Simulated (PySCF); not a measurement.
# C6H5F: the cost of one run

The runs use PySCF 2.14.0, with density-fitted response routines of our own; the level of theory stands in each step. All values are computed, except where a source is named. Atoms are numbered from 0 throughout.

## Step 1: Starting geometry

12 atoms, charge 0, multiplicity 1; geometry from: GFN2-xTB. The atoms were then displaced at random by about 0.01 Å, so the start is not that level's minimum.

Bonds of the start (Å): C0–C1 1.47, C1–C2 1.22, C2–C3 1.38, C3–F4 1.40, C3–C5 1.51, C5–C6 1.30, C6–C3 1.50, C0–H7 1.12, C0–H8 1.09, C0–H9 1.06, C5–H10 1.08, C6–H11 1.06.

## Step 2: Geometry optimisation at PBE0-D3(BJ)/def2-SVP

The job: settings as JSON, then the geometry in Å.

```
{"job": {"xc": "PBE0", "basis": "def2-SVP", "d3": "d3bj", "grid": 1, "shake": 0.01, "kind": "geom"}, "charge": 0, "multiplicity": 1}
C      2.688760     0.019130     0.263880
C      1.234990     0.244200     0.189780
C      0.031430     0.396360     0.111270
C     -1.326260     0.619970     0.053640
F     -1.721680     1.852300     0.577740
C     -2.376990    -0.464200     0.160370
C     -2.227760     0.072080    -1.016770
H      3.200750     0.962820    -0.040000
H      2.960180    -0.212430     1.294990
H      2.956930    -0.763310    -0.403590
H     -2.861520    -1.154820     0.828470
H     -2.519150     0.164340    -2.028800
```

The run is started by

```bash
$ OMP_NUM_THREADS=1 python probes_run.py task.json out
```

One launch serves the whole session: the jobs run in the order shown.

**Question.** How long does this first job take on 1 thread of Arm Neoverse V1, shared host, and how much memory does it need?

About 46 s, with a peak of 0.48 GiB.
